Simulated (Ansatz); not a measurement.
# CH4AlCl2FO: the cost of one run

All numbers below are computed with Ansatz 0.2.0 (RKS B3LYP-D4/def2-SVP).

## Step 1: Starting point

Bond lengths: Al1–O2 2.181 Å, O2–C3 1.405 Å, Al1–Cl4 2.015 Å, Al1–Cl5 2.007 Å, Al1–F7 2.112 Å, C3–H8 1.092 Å, C3–H9 1.094 Å, C3–H10 1.094 Å. Angles: Al1–O2–C3 134.5°, O2–Al1–Cl4 109.8°, O2–Al1–Cl5 104.8°, O2–Al1–F7 68.2°, Cl4–Al1–Cl5 138.9°, Cl4–Al1–F7 106.7°, Cl5–Al1–F7 106.3°, O2–C3–H8 109.2°, O2–C3–H9 108.5°, O2–C3–H10 112.1°, H8–C3–H9 108.9°, H8–C3–H10 108.8°, H9–C3–H10 109.3°.

Coordinates:

```xyz
10

Al   -1.0198    1.1464   -0.8659
O     0.3152    0.2016    0.5763
C     0.5100   -1.1162    1.0214
Cl   -2.1970   -0.2477   -1.7209
Cl   -1.1242    3.0653   -0.2864
H     0.8983    0.4596   -0.5246
F     0.9198    0.8724   -1.6568
H    -0.1767   -1.3212    1.8457
H     1.5382   -1.2123    1.3837
H     0.3360   -1.8479    0.2275
```

## Step 2: Pulling towards end A

Springs on the bonds that form and break draw the guess towards this end; the thresholds are loose.

File input.yaml:

```yaml
crystal:
  periodic: [false, false, false]
  atoms:
    - { symbol: Al, position_ang: [-1.0198, 1.1464, -0.8659] }
    - { symbol: O, position_ang: [0.3152, 0.2016, 0.5763] }
    - { symbol: C, position_ang: [0.51, -1.1162, 1.0214] }
    - { symbol: Cl, position_ang: [-2.197, -0.2477, -1.7209] }
    - { symbol: Cl, position_ang: [-1.1242, 3.0653, -0.2864] }
    - { symbol: H, position_ang: [0.8983, 0.4596, -0.5246] }
    - { symbol: F, position_ang: [0.9198, 0.8724, -1.6568] }
    - { symbol: H, position_ang: [-0.1767, -1.3212, 1.8457] }
    - { symbol: H, position_ang: [1.5382, -1.2123, 1.3837] }
    - { symbol: H, position_ang: [0.336, -1.8479, 0.2275] }
basis:
  gaussian: { orbitals: def2-SVP }
hamiltonian:
  xc: b3lyp
  dispersion: d4
relax:
  f_tol: 0.15
  max_steps: 25
  restrain:
    - { distance: [0, 6], at: 3.08, k: 30.0 }
    - { distance: [5, 1], at: 2.27, k: 30.0 }
    - { distance: [0, 1], at: 1.87, k: 30.0 }
    - { distance: [5, 6], at: 0.88, k: 30.0 }
```

The run is started by

```
> ansatz run input.yaml --threads 2 --pin off --max-ram 3072MiB --backend cpu --events-out ev --progress --plain --runs-dir out
```

**Question.** How long does this run take on 2 threads of Intel Xeon Platinum 8375C at 2.90GHz (Ice Lake), shared host, and how much memory does it need?

About 34 s, with a peak of 0.31 GiB.
